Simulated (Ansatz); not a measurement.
# B2SbN: the cost of one run

Program: Ansatz 0.2.0. Level of theory: DFT PBE, scalar-relativistic, plane waves, PAW. These are calculated values, not measurements.

2 further runs of the same task are left out: 1 that didn't finish, 1 set aside as unsound or not needed.

**1. Starting point**

Symmetry: P6/mmm, No. 191, hexagonal system. Conventional cell: a = 3.345 Å, b = 3.345 Å, c = 7.034 Å, α = 90.00°, β = 90.00°, γ = 120.00°. B (site symmetry 6mm) is surrounded by 1 N at 1.38 Å. Around Sb (site symmetry 6/mmm) lie 2 B at 2.14 Å. N (site symmetry 6/mmm) has 2 B at 1.38 Å as nearest neighbours.

Structure file:

```
B Sb N
1.0
     3.34461    0.00000    0.00000
    -1.67231    2.89652    0.00000
     0.00000    0.00000    7.03393
B Sb N
2 1 1
Direct
  0.00000 0.00000 0.69612
  0.00000 0.00000 0.30388
  0.00000 0.00000 0.00000
  0.00000 0.00000 0.50000
```

Recipe of the guess: random cell by space group and Wyckoff sites (P6/mmm, No. 191). Lengths come from tabulated atomic sizes and are only a guess.

**2. A first look at the guess**

Input file input.yaml:

```yaml
crystal:
  lattice:
    - [3.34461222, 0.0, 0.0]
    - [-1.67230611, 2.89651915, 0.0]
    - [0.0, 0.0, 7.0339338]
  atoms:
    - { symbol: B, position: [0.0, 0.0, 0.69611641] }
    - { symbol: B, position: [0.0, 0.0, 0.30388359] }
    - { symbol: Sb, position: [0.0, 0.0, 0.0] }
    - { symbol: "N", position: [0.0, 0.0, 0.5] }
basis:
  ecutwfc: 420
kpoints:
  mp_grid: { grid: [6, 6, 4] }
hamiltonian:
  xc: pbe
scf:
  occupations: { method: gaussian, width: 0.1 }
  lower_state_search: "off"
output:
  forces: true
  stress: true
  eigenvalues: true
```

On the command line:

```console
$ ansatz run input.yaml --threads 1 --pin off --max-ram 2560MiB --backend cpu --events-out ev --progress --plain --runs-dir out
```

**Question.** How long does this run take on 1 thread of Arm Neoverse V2, shared host, and how much memory does it need?

About 1.4 s, with a peak of 0.32 GiB.
